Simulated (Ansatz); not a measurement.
# AsGaH2: the cost of one run

Computed with Ansatz 0.2.0, Gaussian basis. Level: cc-pVTZ, all electrons in the functionals, frozen cores in the correlation of double hybrids and RPA.

The runs, in order: PBE, r2SCAN, PBE0, B3LYP, wB97M-V, B2PLYP, at charge 0, triplet; charge 0, singlet; charge 0, quintet; charge 1, doublet; charge 1, quartet.

16 further runs of the same task are left out: 10 for a known fault of the program, 6 set aside as unsound or not needed. Runs told in other sessions of the task aren't counted.

## (1) What is computed

The geometry is a PBE0/def2-TZVP stationary point (not a proven minimum). No spin-orbit coupling is included. The filled d shell of Ga, As may be among the frozen orbitals whatever the setting's name suggests.

4 atoms, charge 0, spin multiplicity 3.

Atoms are counted from 1 here; the program's logs count them from 0.

Bond lengths: Ga1–As2 2.482 Å, Ga1–H4 1.607 Å, As2–H3 1.532 Å. Angles: As2–Ga1–H4 120.5°, Ga1–As2–H3 90.2°.

No dispersion term is added; wB97M-V holds VV10 nonlocal correlation. B3LYP takes the VWN-RPA correlation.

The geometry shown and the zero of energy belong to the point charge 0, triplet. The yardstick, UCCSDT(Q), and other wave-function levels (R restricted, U unrestricted, valence and pair active spaces) come from earlier runs.

## (2) PBE, charge 0, triplet

in.yaml reads:

```yaml
crystal:
  periodic: [false, false, false]
  atoms:
    - {symbol: Ga, position_ang: [0.000000, 0.032957, 1.279135]}
    - {symbol: As, position_ang: [0.000000, 0.007896, -1.202706]}
    - {symbol: H, position_ang: [0.000000, -1.523797, -1.192496]}
    - {symbol: H, position_ang: [0.000000, -1.342833, 2.108760]}
basis:
  gaussian: {orbitals: cc-pVTZ}
magnetization: {spin_polarized: true, initial_magnetization: 2}
hamiltonian: {xc: {name: PBE}}
output: {orbitals: {seedname: orbitals}}
```

Command:

```
$ ansatz run in.yaml --threads 2 --pin off --events-out ev --progress --plain --max-ram 16896MiB --backend cuda --devices 0, --max-vram 18GiB
```

Q: Estimate wall time and peak memory on 1 × H100 (card shared with other runs) with 2 threads of AMD EPYC 7R13, shared host.

About 2.3 s, with a peak of 0.8 GiB on the host.
